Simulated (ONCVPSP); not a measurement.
# Pseudopotential generation for Sn: ONCV, PBEsol

Aim: build the potential from the settings below, then test how well it stands in for the atom: other configurations, scattering, ghost states and the plane-wave cutoff that it needs.

Program: ONCVPSP 4.0.1.1 (patched build). Reference atom: PBEsol, scalar-relativistic, spherical and spin-unpolarised. All values are calculated.

## (1) Starting point

Typed settings, in words:

| Quantity | Value |
| --- | --- |
| element | tin (Sn, Z = 50) |
| type | optimised norm-conserving Vanderbilt (ONCV) |
| frozen core | [Kr] |
| valence charge | 14 |
| reference configuration | 4d10 5s2 5p2 |
| partial waves | 5s: rc 2.20 bohr, ncon 5, nbas 9, qcut 3.4 1/bohr, 1 projector; 5p: rc 2.70 bohr, ncon 4, nbas 7, qcut 2.7 1/bohr, 2 projectors, debl 0.6 Ha; 4d: rc 1.55 bohr, ncon 5, nbas 9, qcut 8.4 1/bohr, 2 projectors, debl 0.8 Ha |
| local potential | polynomial inside 1.10 bohr (lpopt 5, dvloc0 3 Ha) |
| core correction | Teter function fitted to the true core (icmod 2), fcfact 0.5 |

The outer shells as boxes (Hund's rule for the drawing; the calculation is spin-unpolarised):

```
[Kr] core
4d [↑↓][↑↓][↑↓][↑↓][↑↓]
5s [↑↓]
5p [↑ ][↑ ][  ]
```

An earlier all-electron run gives the scale for the radii.

All-electron outer shells of the reference configuration (PBEsol, scalar-relativistic, ld1.x):

| shell | level (eV) | outermost node (bohr) | outermost maximum (bohr) |
| --- | --- | --- | --- |
| 4s | -133.74 | 0.40 | 0.74 |
| 4p | -89.56 | 0.41 | 0.79 |
| 4d | -25.79 | 0.39 | 0.88 |
| 5s | -10.59 | 0.98 | 2.01 |
| 5p | -3.71 | 1.09 | 2.55 |

## (2) Generating the potential

Sn.dat reads:

```
# ATOM AND REFERENCE CONFIGURATION
# atsym  z   nc   nv     iexc    psfile
  Sn 50.00    8    3  -116133      upf
#
#   n    l    f
    1    0    2.00
    2    0    2.00
    2    1    6.00
    3    0    2.00
    3    1    6.00
    3    2   10.00
    4    0    2.00
    4    1    6.00
    4    2   10.00
    5    0    2.00
    5    1    2.00
#
# PSEUDOPOTENTIAL AND OPTIMIZATION
# lmax
    2
#
#   l,   rc,      ep,       ncon, nbas, qcut
    0    2.20    0.00    5    9    3.40
    1    2.70    0.00    4    7    2.70
    2    1.55    0.00    5    9    8.40
#
# LOCAL POTENTIAL
# lloc, lpopt,  rc(5),   dvloc0
    4    5    1.10    3.00
#
# VANDERBILT-KLEINMAN-BYLANDER PROJECTORs
# l, nproj, debl
    0    1    0.60
    1    2    0.60
    2    2    0.80
#
# MODEL CORE CHARGE
# icmod, fcfact, rcfact
    2    0.50    0.80
#
# LOG DERIVATIVE ANALYSIS
# epsh1, epsh2, depsh
   -2.00    5.00    0.02
#
# OUTPUT GRID
# rlmax, drl
    6.00    0.01
#
# TEST CONFIGURATIONS
# ncnf
    4
# nvcnf
#   n    l    f
    3
    4    2   10.00
    5    0    2.00
    5    1    1.00
#
    3
    4    2   10.00
    5    0    2.00
    5    1    0.00
#
    3
    4    2   10.00
    5    0    1.00
    5    1    0.00
#
    3
    4    2   10.00
    5    0    1.00
    5    1    2.00
#
```

Command:

```sh
oncvpsp.x < Sn.dat > Sn.out
```

What does the calculation give? Wanted: cutoffs for 1 and 0.1 mHa per electron, occupied waves; bound ghosts; GHOST(+) flags; largest test error; largest phase difference near zero energy, channels read; rms error of d²Exc/dn², without and with the model core; projector energies reset by the program.

The runs gave:

```
                                                quantity                      value
  cutoffs for 1 and 0.1 mHa per electron, occupied waves            34 Ha and 77 Ha
                                            bound ghosts            s at -178.54 eV
                                          GHOST(+) flags                 p at 10 eV
                            largest test error (AE − PS)  -30 meV, for 4d10 5s1 5p0
largest phase difference near zero energy, channels read                  3.141 rad
 rms error of d²Exc/dn², without and with the model core          4.52 and 0.74 mHa
                 projector energies reset by the program        d: -0.948, 0.250 Ha
```

In words: It has a bound ghost (s), a state that the atom doesn't have, and that rules the file out. By total energies transferability is fair: the largest error is 30 meV on 51.9 eV, for 4d10 5s1 5p0. That test lies far up in energy; among those under 40 eV, nearer to bonding, the largest error is 13 meV. The potential is of middling hardness: the looser tolerance needs 34 Ha. At the looser tolerance the 4d wave is the slowest; 5s needs 6 Ha. Near zero energy the largest phase difference among the channels read is 3.14 rad, in the p channel. A step near π is an extra or missing state, not a misfit of shape. The pseudo curves have a pole with no partner nearby in the atom's: p at 0.34 Ha. At positive energy that is a spurious or a displaced resonance. The program also flags highly localised states, GHOST(+) (p). All of this concerns the isolated atom, not yet a solid.
